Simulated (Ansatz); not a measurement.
# Ti3InC: a line through an energy map

How does the energy of Ti₃InC (Pm-3m, No. 221; 5 atoms in the cell) vary with c/a of the conventional cell, at volume per atom = 14.21 Å³?

Method: DFT PBEsol, scalar-relativistic, plane waves, PAW, in Ansatz 0.2.0.

18 further runs of the same task are left out: 18 set aside as unsound or not needed.

### 1 The structure to begin with

Symmetry: Pm-3m, No. 221, cubic system. The conventional cell has a = 4.199 Å, b = 4.199 Å, c = 4.199 Å, α = 90.00°, β = 90.00°, γ = 90.00°. Ti (site symmetry 4/mmm) has 2 C at 2.10 Å as nearest neighbours. In (site symmetry m-3m) has 12 Ti at 2.97 Å as nearest neighbours. Around C (site symmetry m-3m) lie 6 Ti at 2.10 Å.

As a file:

```cif
data_structure
_symmetry_space_group_name_H-M 'Pm-3m'
_symmetry_Int_Tables_number 221
_cell_length_a 4.1989
_cell_length_b 4.1989
_cell_length_c 4.1989
_cell_angle_alpha 90.000
_cell_angle_beta 90.000
_cell_angle_gamma 90.000
_cell_volume 74.03
loop_
_atom_site_label
_atom_site_type_symbol
_atom_site_symmetry_multiplicity
_atom_site_Wyckoff_symbol
_atom_site_fract_x
_atom_site_fract_y
_atom_site_fract_z
_atom_site_occupancy
Ti1 Ti 3 c 0.50000 0.50000 0.00000 1
In1 In 1 a 0.00000 0.00000 0.00000 1
C1 C 1 b 0.50000 0.50000 0.50000 1
```

It goes back to an entry of the Materials Project, which need not be the stable form.

This cell was relaxed beforehand with the same method: volume 14.81 Å³/atom, gap on the mesh none (metal).

### 2 The scan

The energy is mapped over volume and the cell's shape.

First coordinate, volume per atom: 7 values from 13.03 to 16.58 Å³. Second coordinate, c/a of the conventional cell: 7 values from 0.834 to 1.200.

Nothing else is relaxed (symmetry fixes all fractional coordinates). Energies count from the relaxed crystal. Points are written as (first, second).

### 3 Grid point (14.21 Å³, 0.834)

input.yaml reads:

```yaml
crystal:
  lattice:
    - [4.401251673, 0.0, 0.0]
    - [0.0, 4.401251673, 0.0]
    - [0.0, 0.0, 3.6688833946]
  atoms:
    - { symbol: Ti, position: [0.5, 0.5, 0.0] }
    - { symbol: Ti, position: [0.5, 0.0, 0.5] }
    - { symbol: Ti, position: [0.0, 0.5, 0.5] }
    - { symbol: In, position: [0.0, 0.0, 0.0] }
    - { symbol: C, position: [0.5, 0.5, 0.5] }
basis:
  ecutwfc: 520.0
kpoints:
  mp_grid: { grid: [10, 10, 10] }
hamiltonian:
  xc: pbesol
  pseudopotentials: { kind: paw }
scf:
  occupations: { method: gaussian, width: 0.15 }
output:
  forces: true
  stress: true
  eigenvalues: true
```

Launch:

```
$ ansatz run input.yaml --threads 2 --pin off --max-ram 4096MiB --backend cpu --events-out ev --progress --plain --runs-dir out
```

Further runs follow: the other points of the line.

**Question.** What will these runs give? Wanted: for each run, c/a of the conventional cell; energy; slope; pressure.

As calculated:

| c/a of the conventional cell | step | energy (meV/atom) | slope (meV/atom per unit) | pressure (GPa) |
| --- | --- | --- | --- | --- |
| 0.834 | 3 | 299 | −3807 | 13.4 |
| 0.886 | 4 | 138 | −2373 | 10.1 |
| 0.941 | – | 44 | −1094 | 7.8 |
| 1.000 | 5 | 13 | 0 | 7.1 |
| 1.062 | 6 | 41 | 865 | 7.8 |
| 1.129 | – | 123 | 1582 | 10.0 |
| 1.200 | 7 | 259 | 2256 | 13.7 |

Energies count from the relaxed crystal. Rows without a step come from runs not printed here or follow by symmetry. Slopes come from the forces (and the stress, where the cell changes), not from differences of energies.

In words: Along the line the energy is lowest at 1.000, 13 meV/atom from the zero. Energies and slopes round the minimum, fitted together, put the minimum at 1.0000, with a curvature of about 16000 meV/atom per (unit)². The highest point computed, at 0.834, lies 286 meV/atom above the lowest. This is one cut through a surface in two coordinates; the map's lowest point lies off it.
